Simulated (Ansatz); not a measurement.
The system is Y3Ge.

```
Y Ge
1.0
    -2.26539    2.26539    5.19702
     2.26539   -2.26539    5.19702
     2.26539    2.26539   -5.19702
Y Ge
3 1
Direct
  0.50000 0.50000 0.00000
  0.25000 0.75000 0.50000
  0.75000 0.25000 0.50000
  0.00000 0.00000 0.00000
```

The cell comes from a database or a generator and needn't be the stable form of this composition.

* Program: Ansatz 0.2.0
* Task: relaxation of cell and atoms
* Functional: BLYP
* Dispersion: D3(BJ)
* Potentials or basis: Ansatz PAW
* Cutoff: 420 eV (not typed: the program's choice for these potentials)
* k mesh: 6 × 6 × 6
* Occupations: fermi-dirac, width 0.05 eV
* Spin: no spin polarisation

At the start: volume 26.67 Å³/atom.

**Question.** How do energy, volume and symmetry change on relaxing?

**Answer.** It ends after 6 steps and the volume is 24.75 Å³/atom (-7.2 %); space group I4/mmm (No. 139, to 0.05 Å).

Step by step:
```tsv
step	energy change (eV)	largest force (eV/Å)	volume (Å³)
1	0.0000	0.0000	106.68
2	-0.0765	0.0000	97.29
3	-0.0876	0.0000	99.42
4	-0.0881	0.0000	99.16
5	-0.0882	0.0000	99.01
6	-0.0876	0.0000	99.01
```

Final structure:
```yaml
crystal:
  lattice:
    - [-2.21687, 2.21687, 5.03683]
    - [2.21687, -2.21687, 5.03683]
    - [2.21687, 2.21687, -5.03683]
  atoms:
    - { symbol: Y, position: [0.50000, 0.50000, 0.00000] }
    - { symbol: Y, position: [0.25000, 0.75000, 0.50000] }
    - { symbol: Y, position: [0.75000, 0.25000, 0.50000] }
    - { symbol: Ge, position: [0.00000, 0.00000, 0.00000] }
```

Caveat: the plane-wave basis is chosen anew once the cell has moved, so the energies of steps on either side of that aren't comparable; pairwise dispersion overbinds metals, which lowers pressure and volume; the PAW data sets come from PBE, with cores solved anew for the run's functional, which leaves a small shift of forces and pressure.
